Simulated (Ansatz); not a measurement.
Wanted: the native input for an Ansatz 0.2.0 run.

* Task: band structure
* Functional: revPBE
* Potentials or basis: Ansatz PAW
* Cutoff: 420 eV (not typed: the program's choice for these potentials)
* k mesh: 7 × 7 × 2
* Occupations: fermi-dirac, width 0.05 eV
* Spin: no spin polarisation
* Path: [["G", "M", "K", "G", "A", "L", "H", "A"], ["L", "M"], ["K", "H"]]
* Points for each segment of the path: 10

The system is Ge2Sb2Te5.

```
Te Sb Ge
1.0
     4.29406    0.00000    0.00000
    -2.14703    3.71877    0.00000
     0.00000    0.00000   17.10135
Te Sb Ge
5 2 2
Direct
  0.66667 0.33333 0.41989
  0.33333 0.66667 0.58011
  0.33333 0.66667 0.20154
  0.66667 0.33333 0.79846
  0.00000 0.00000 0.00000
  0.00000 0.00000 0.32007
  0.00000 0.00000 0.67993
  0.66667 0.33333 0.10290
  0.33333 0.66667 0.89711
```

The cell comes from a database or a generator and needn't be the stable form of this composition.

One way to write it, as run:

input.yaml

```yaml
crystal:
  lattice:
    - [4.2940644248, 0.0, 0.0]
    - [-2.1470322124, 3.7187688774, 0.0]
    - [0.0, 0.0, 17.101346]
  atoms:
    - { symbol: Te, position: [0.6666666667, 0.3333333333, 0.419892] }
    - { symbol: Te, position: [0.3333333333, 0.6666666667, 0.580108] }
    - { symbol: Te, position: [0.3333333333, 0.6666666667, 0.201542] }
    - { symbol: Te, position: [0.6666666667, 0.3333333333, 0.798458] }
    - { symbol: Te, position: [0.0, 0.0, 0.0] }
    - { symbol: Sb, position: [0.0, 0.0, 0.320068] }
    - { symbol: Sb, position: [0.0, 0.0, 0.679932] }
    - { symbol: Ge, position: [0.6666666667, 0.3333333333, 0.102895] }
    - { symbol: Ge, position: [0.3333333333, 0.6666666667, 0.897105] }
hamiltonian:
  xc: revpbe
  pseudopotentials: { kind: paw }
kpoints:
  mp_grid: { grid: [7, 7, 2] }
  band_path:
    path:
      - [[0.0, 0.0, 0.0], [0.5, 0.0, 0.0], [0.3333333333, 0.3333333333, 0.0], [0.0, 0.0, 0.0], [0.0, 0.0, 0.5], [0.5, 0.0, 0.5], [0.3333333333, 0.3333333333, 0.5], [0.0, 0.0, 0.5]]
      - [[0.5, 0.0, 0.5], [0.5, 0.0, 0.0]]
      - [[0.3333333333, 0.3333333333, 0.0], [0.3333333333, 0.3333333333, 0.5]]
    npoints: 10
scf:
  occupations: { method: fermi_dirac, width: 0.05 }
  n_extra_bands: 22
output:
  forces: true
  stress: true
  eigenvalues: true
  fatbands: true
  write_density: true
  write_potential: true
  elf: true
  volumetric_format: npy
```

Potentials or basis: Ansatz PAW.

Run with:

```console
$ ansatz run input.yaml --threads 4 --pin off --max-ram 11264MiB --backend cpu --events-out ev --progress --plain --runs-dir out
```

It gave:

```yaml
Pressure: 1.3 GPa
Largest_force: 0.093 eV/Å
Band_gap_on_the_k_mesh: 0.27 eV, direct
Band_gap_along_the_path: 0.26 eV, indirect (least direct gap 0.27 eV)
```

Caveat: spin-orbit coupling is left out, which moves the levels of the heavy elements; the PAW data sets come from PBE, with cores solved anew for the run's functional, which leaves a small shift of forces and pressure.

Wall time 44 s on 4 threads of Arm Neoverse V1, on a shared host, peak memory 1.6 GiB.
